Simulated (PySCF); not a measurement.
**PbN: bond curves at several levels of theory**

One job finds the state of PbN, follows it along the bond with each method and fits the curves.

Program: PySCF 2.14.0. Level of theory: Pb aug-cc-pVDZ-PP with ECP60, N aug-cc-pVDZ, scalar-relativistic core potentials. These are calculated values, not measurements.

## 1. Input

A driver script around PySCF takes these settings:

```yaml
atoms: Pb, N
charge: 0
basis: Pb aug-cc-pVDZ-PP with ECP60, N aug-cc-pVDZ
Hamiltonian: scalar-relativistic core potentials
basis_functions: 55
electrons_treated: 29
masses_in_u: 207.9766, 14.0031
levels: PBE0, PBE, r²SCAN, M06-2X, PBEsol, M06, ωB97X, HF, MP2, SCS-MP2
grid: 80 radial by 434 angular points
occupations: held fixed by the projection of orbital angular momentum
dissociation_limit: Pb + N, each in its ground configuration
starting_distance_in_angstrom: 2.050
values_of_2S_to_try: 1, 3, 5
```

Started as:

```
$ OMP_NUM_THREADS=1 python dia.py task.json out
```

The runs that follow: PBE0 along the bond; Other states along the same grid; PBE (GGA); r²SCAN (meta-GGA); M06-2X; PBEsol; M06; ωB97X (range-separated hybrid); ROHF (mean field).

Q: Predict the outcome of this session. Wanted: for each run, Re; ωe; De; μ.

**Answer**, as computed:

Lowest PBE0 solution found, without spin–orbit coupling: ²Π (doublet), unpaired electrons π ↑. State 2 has its PBE0 minimum 0.26 eV higher. State 3 has its PBE0 minimum 0.83 eV higher. State 4 has its PBE0 minimum 1.39 eV higher. The other levels ran on the lowest alone.

```
       level  Re (Å)  ωe (cm⁻¹)  De (eV)  μ (D)
        ROHF   2.010        739    -1.41  -4.95
    ROHF-MP2   2.097        583     1.98    n/a
ROHF-SCS-MP2   2.098        581     1.91    n/a
         PBE   2.089        600     2.80  -3.85
      PBEsol   2.074        616     2.93  -3.74
      r²SCAN   2.091        546     2.13  -3.75
        PBE0   2.084        529     2.07  -3.83
         M06   2.072        612     2.48  -4.32
      M06-2X   2.132        457     1.69  -3.61
```

De is counted to Pb + N in their ground configurations. A positive dipole means Pb(−)N(+). No constants: ωB97X (fits of two degrees disagree). ⟨S²⟩ is off the pure value of 0.75 by over a tenth at r²SCAN 0.98, PBE0 1.03, M06 0.85, M06-2X 1.32.

What this shows: Bond lengths run from 2.010 Å (ROHF) to 2.132 Å (M06-2X). Of the levels with a De here, ROHF gives the least (-1.41 eV) and PBEsol the most (2.93 eV).

Correlated steps freeze 5 core orbitals. Spin–orbit coupling is left out, which matters for elements this heavy, above all for dissociation energies. A negative De means that the minimum lies above the separated atoms at that level. With spin–orbit coupling the term label itself may not hold.
